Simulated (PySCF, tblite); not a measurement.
# C5H5ClF radical: geometry, infrared bands and EPR parameters

Wanted: the infrared bands and EPR parameters of C5H5ClF radical (`C=C(F)/C(C)=[C]/Cl`), by calculation.

Programs: tblite 0.8.0 and PySCF 2.14.0, with density-fitted response routines of our own. Each step states its level of theory. These are calculated values for one molecule in the gas phase, unless marked as measured. Atoms count from 0, in the outputs and in this text.

### Step 1. Starting geometry

12 atoms, charge 0, multiplicity 2; geometry from: force field or distance geometry start.

Bonds of the start (Å): C0–C1 1.33, C1–F2 1.39, C1–C3 1.46, C3–C4 1.47, C3–C5 1.32, C5–Cl6 1.75, C0–H7 1.08, C0–H8 1.08, C4–H9 1.11, C4–H10 1.12, C4–H11 1.10.

### Step 2. Geometry optimisation with GFN2-xTB

The job: settings as JSON, then the geometry in Å.

```
{"job": {"kind": "relax", "xc": "GFN2-xTB", "basis": "xTB"}, "charge": 0, "multiplicity": 2}
C      1.156400    -1.525100    -0.359700
C      0.788400    -0.716400     0.623800
F      1.382300    -0.981900     1.846700
C     -0.153700     0.384500     0.474700
C     -0.822000     0.713100    -0.792200
C     -0.440300     1.115300     1.542000
Cl    -1.548200     2.466900     1.513700
H      1.864400    -2.325900    -0.199000
H      0.767400    -1.431200    -1.368100
H     -1.004000     1.803700    -0.874300
H     -1.789200     0.145600    -0.804600
H     -0.200200     0.350800    -1.629000
```

Launch:

```console
OMP_NUM_THREADS=1 python probes_run.py task.json out
```

One launch serves the whole session: the jobs run in the order shown.

Output:

```text
step      E/eV     max force
  0    -609.27711    2.322
  1    -609.46691    1.220
  2    -609.51854    0.631
  3    -609.53649    0.523
  4    -609.55621    0.448
  5    -609.56770    0.415
  6    -609.57526    0.403
  7    -609.58652    0.383
  8    -609.60071    0.416
  9    -609.61560    0.375
 10    -609.62625    0.259
 11    -609.63319    0.219
 12    -609.63815    0.186
 13    -609.64216    0.195
 14    -609.64528    0.152
 15    -609.64766    0.151
 16    -609.64912    0.109
 17    -609.64977    0.073
 18    -609.65014    0.066
 19    -609.65058    0.073
 20    -609.65117    0.091
 21    -609.65191    0.091
 22    -609.65272    0.075
 23    -609.65363    0.083
 24    -609.65472    0.096
 25    -609.65586    0.083
 26    -609.65668    0.067
 27    -609.65730    0.063
 28    -609.65792    0.073
 29    -609.65862    0.090
 30    -609.65967    0.093
 31    -609.66105    0.097
 32    -609.66279    0.097
 33    -609.66478    0.107
 34    -609.66639    0.098
 35    -609.66742    0.105
 36    -609.66827    0.135
 37    -609.66902    0.167
 38    -609.67098    0.125
 39    -609.67441    0.095
 40    -609.67777    0.106
 41    -609.67947    0.138
 42    -609.68082    0.119
 43    -609.68395    0.108
 44    -609.68532    0.103
 45    -609.68647    0.067
 46    -609.68680    0.059
 47    -609.68712    0.046
 48    -609.68737    0.037
 49    -609.68783    0.032
 50    -609.68792    0.020
 51    -609.68797    0.017
 52    -609.68800    0.016
 53    -609.68806    0.014
 54    -609.68810    0.010
 55    -609.68812    0.010
 56    -609.68813    0.009
```

Run time: 0.27 s. Hardware: 1 thread of Arm Neoverse V2, shared host.

Step by step: (not every step is listed)

```csv
step,energy from step 0 (eV),largest force (eV/Å)
0,0.0000,2.3218
1,-0.1898,1.2202
2,-0.2414,0.6307
3,-0.2594,0.5226
4,-0.2791,0.4485
5,-0.2906,0.4149
6,-0.2981,0.4028
7,-0.3094,0.3832
8,-0.3236,0.4157
12,-0.3610,0.1864
16,-0.3720,0.1086
20,-0.3741,0.0913
24,-0.3776,0.0960
28,-0.3808,0.0733
32,-0.3857,0.0969
36,-0.3912,0.1345
40,-0.4007,0.1057
44,-0.4082,0.1033
48,-0.4103,0.0374
51,-0.4109,0.0171
52,-0.4109,0.0164
53,-0.4109,0.0142
54,-0.4110,0.0100
55,-0.4110,0.0104
56,-0.4110,0.0091
```

Distances of close pairs at the start and the end, largest changes first:

```csv
bond,before (Å),after (Å),change (Å)
C5–Cl6,1.748,1.645,-0.103
C3–C4,1.470,1.516,+0.047
C4–H10,1.121,1.088,-0.034
C1–F2,1.385,1.354,-0.031
C4–H9,1.109,1.086,-0.023
C4–H11,1.104,1.088,-0.016
C0–H8,1.085,1.072,-0.013
C3–C5,1.325,1.316,-0.009
```

The next job starts from the end point, and lists it.

### Step 3. Vibrational analysis with GFN2-xTB

The job: settings as JSON, then the geometry in Å.

```
{"job": {"kind": "ir", "xc": "GFN2-xTB", "basis": "xTB"}, "charge": 0, "multiplicity": 2}
C      1.062346    -1.587757    -0.338620
C      0.754587    -0.689675     0.588757
F      1.336816    -0.799821     1.805942
C     -0.163731     0.439815     0.474219
C     -0.799208     0.676302    -0.882234
C     -0.401313     1.192169     1.527127
Cl    -1.320963     2.510145     1.876837
H      1.758083    -2.377284    -0.119991
H      0.631568    -1.560744    -1.319546
H     -1.423681     1.564338    -0.852491
H     -1.412285    -0.179754    -1.155940
H     -0.021020     0.811579    -1.630087
```

Output:

```text
mode    cm-1     km/mol
  1      60.9      0.69
  2     123.7      0.37
  3     169.3      0.93
  4     181.3      0.17
  5     230.7      0.76
  6     349.6      0.81
  7     353.8      1.56
  8     429.6      3.22
  9     510.6      6.44
 10     587.8      7.24
 11     697.6      1.09
 12     724.3     30.89
 13     852.4     33.82
 14     869.8      2.45
 15     929.2     28.18
 16     990.1      6.15
 17    1022.3     49.72
 18    1093.1     41.54
 19    1259.9     82.47
 20    1364.9      4.87
 21    1375.3      7.02
 22    1469.7      3.86
 23    1470.7      3.51
 24    1667.5    187.84
 25    1684.9     18.93
 26    3022.1     13.49
 27    3026.7      8.24
 28    3057.7     20.12
 29    3140.3      0.48
 30    3185.0     10.54
```

Wall time 0.28 s (1 thread of Arm Neoverse V2, shared host).

Which atoms move in the most intense modes:

```csv
cm⁻¹,km/mol,atoms
724,30.9,"C5 42 %, C4 25 %"
852,33.8,"H7 46 %, H8 31 %, C0 22 %"
929,28.2,"H8 28 %, H7 20 %, C0 19 %, F2 18 %"
1022,49.7,"C4 20 %, C3 19 %, H11 16 %, C5 15 %"
1093,41.5,"C3 28 %, H9 16 %, C4 15 %, C1 15 %"
1260,82.5,"C1 49 %, C3 30 %"
1668,187.8,"C3 30 %, C1 27 %, C5 23 %, C0 17 %"
3058,20.1,H9 93 %
```

### Step 4. g tensor and hyperfine couplings: B3LYP/pcH-1

The job, as its differences from that of step 3:

```diff
@@ -1,2 +1,2 @@
-{"job": {"kind": "ir", "xc": "GFN2-xTB", "basis": "xTB"}, "charge": 0, "multiplicity": 2}
+{"job": {"kind": "epr", "basis": "pcH-1"}, "charge": 0, "multiplicity": 2}
 C      1.062346    -1.587757    -0.338620
```

With the program's defaults for keys left out, this is: UKS B3LYP, pcH-1 on C Cl F H, non-relativistic, mean-field spin-orbit, GIAO.

Output:

```text
UKS, coarse grid
  cycle   1  E = -753.41397206  |g| = 4.32e-01
  cycle   2  E = -753.33769917  |g| = 6.05e-01
  cycle   3  E = -753.48135288  |g| = 9.50e-02
  cycle   4  E = -753.48487671  |g| = 5.98e-02
  cycle   5  E = -753.48657052  |g| = 1.33e-02
  cycle   6  E = -753.48666224  |g| = 5.27e-03
  cycle   7  E = -753.48669109  |g| = 3.04e-03
  cycle   8  E = -753.48670532  |g| = 1.66e-03
  cycle   9  E = -753.48671283  |g| = 1.06e-03
  cycle  10  E = -753.48671461  |g| = 5.99e-04
UKS, final grid
  cycle   1  E = -753.48667046  |g| = 8.41e-04
  cycle   2  E = -753.48666998  |g| = 1.46e-03
  cycle   3  E = -753.48667101  |g| = 1.67e-04
  cycle   4  E = -753.48667107  |g| = 1.45e-04
  cycle   5  E = -753.48667115  |g| = 6.32e-05
  cycle   6  E = -753.48667116  |g| = 1.53e-05
E = -753.48667116 Eh   <S^2> = 0.7626 (exact 0.7500)
g shifts (ppm)      1          2          3
  rmc          -202       -202       -202
  gc              7         38        -40
  oz_so        -354       1037       5862
  total        -549        872       5620
hyperfine (MHz)  atom isotope    a_iso     a_fc   dipolar eigenvalues
    0   13C      -4.54      -4.55     -7.53      3.13      4.40
    1   13C      35.23      35.24     -3.88      1.49      2.40
    2   19F      24.26      24.22    -15.38     -4.56     19.95
    3   13C      17.24      17.27    -21.60      0.27     21.33
    4   13C      40.62      40.65     -6.27     -5.53     11.80
    5   13C     464.65     464.35    -79.26    -52.14    131.40
    6  35Cl      34.92      34.85    -36.40    -24.25     60.65
    7    1H       3.83       3.83     -1.47     -0.95      2.42
    8    1H       3.09       3.09     -2.08     -1.20      3.28
    9    1H      -2.91      -2.91     -5.06     -0.71      5.78
   10    1H      -5.54      -5.53     -3.64     -0.90      4.54
   11    1H      -3.77      -3.77     -3.65     -0.87      4.53
```

Run time: 67 s. Hardware: 1 thread of Arm Neoverse V2, shared host; peak memory 0.86 GiB.

Principal g values 2.00177, 2.00319, 2.00794; g(iso) = 2.00430, against 2.00232 for a free electron.

Mean a(iso) over the nuclei that a row names, and the largest dipolar term of the row (other rows stand at the frozen geometry):

```csv
nuclei,isotope,a(iso) (MHz),"a(iso) (G, at g = 2.0023)",largest dipolar term (MHz)
C5,13C,464.6,165.8,131.4
C4,13C,40.6,14.5,11.8
C1,13C,35.2,12.6,-3.9
Cl6,35Cl,34.9,12.5,60.6
F2,19F,24.3,8.7,19.9
C3,13C,17.2,6.2,-21.6
C0,13C,-4.5,-1.6,-7.5
"H9, H10, H11",1H,-4.1,-1.5,5.8
H7,1H,3.8,1.4,2.4
H8,1H,3.1,1.1,3.3
```

Mulliken spin populations:

```csv
atom,value (e)
C0,-0.05
C1,0.04
F2,0.00
C3,-0.12
C4,0.07
C5,0.93
Cl6,0.13
H7,0.00
H8,0.00
H9,0.00
H10,0.00
H11,0.00
```

In first order the couplings over 0.8 MHz of 35Cl, 19F, 1H give 128 distinct lines over 52.9 G, if the averaged nuclei exchange fast.

Orbitals, density, ELF and potential are computed afterwards from the orbital file.

ELF in a plane through or near 10 of the atoms.

Values, 10 rows by 14 columns:
```
0.00 0.00 0.00 0.00 0.00 0.00 0.00 0.00 0.00 0.00 0.00 0.00 0.00 0.00
0.00 0.00 0.00 0.00 0.00 0.00 0.00 0.00 0.00 0.00 0.00 0.00 0.00 0.00
0.00 0.00 0.00 0.00 0.01 0.00 0.01 0.05 0.04 0.04 0.01 0.00 0.00 0.00
0.00 0.00 0.00 0.05 0.97 0.88 0.05 0.58 0.48 0.97 0.95 0.00 0.00 0.00
0.00 0.00 0.07 0.22 0.85 0.92 0.02 0.51 0.26 0.95 0.24 0.02 0.01 0.00
0.00 0.00 0.94 1.00 0.72 0.87 0.57 0.37 0.47 0.11 0.66 0.81 0.35 0.01
0.00 0.00 0.57 0.94 0.12 0.39 0.37 0.42 0.57 0.52 0.16 0.62 0.50 0.01
0.00 0.00 0.00 0.00 0.39 0.79 0.86 0.07 0.91 0.59 0.81 0.88 0.37 0.01
0.00 0.00 0.00 0.00 0.04 0.23 0.24 0.01 0.36 0.05 0.29 0.35 0.06 0.00
0.00 0.00 0.00 0.00 0.00 0.00 0.00 0.00 0.00 0.00 0.00 0.00 0.00 0.00
```
The map spans 11.4 Å across and 9.4 Å up, centred on the molecule. Atoms in the plane (x, y in Å): C0 (-1.9, 0.0), C1 (-0.9, -0.8), F2 (-1.1, -2.1), C3 (0.5, -0.4), C4 (0.9, 1.1), C5 (1.4, -1.4), Cl6 (3.1, -1.4), H7 (-2.9, -0.4), H8 (-1.8, 1.1), H9 (1.9, 1.2).

On the surface of density 0.002 e/bohr³ the electrostatic potential runs, from the 1st to the 99th percentile, from -0.97 V near F2 to 1.08 V near H8.

The spin density lies nearest to C5 66 %; Cl6 15 %; C3 7 % (beta excess).

### Step 5. What came out

| quantity | value |
| --- | --- |
| strongest single infrared mode (GFN2-xTB) | 1668 cm⁻¹, 188 km/mol |
| zero-point energy (GFN2-xTB) | 51.3 kcal/mol |
| g(iso) (B3LYP) | 2.00430 |
| ⟨S²⟩ | 0.763 (exact 0.75) |
| largest a(iso) (averaged by class) | 13C on C5, 464.6 MHz |
| surface potential, 1st and 99th percentile | -0.97 V and 1.08 V |

**Reading.** The optimisation took 56 steps and gained 0.411 eV; among the close pairs (by a distance rule), C5–Cl6 changed most, from 1.748 to 1.645 Å. All 30 modes are real, so the xTB geometry is a minimum. The strongest single mode, at 1668 cm⁻¹, is spread over several atoms, C3, C1, C5, C0 among them. Unscaled tight-binding wavenumbers are off by several per cent, some by more. Its intensities can rank the bands wrongly. Most of the unpaired spin sits on C5 (0.93 e). The isotropic g lies 2.0 ppt above the free-electron value.
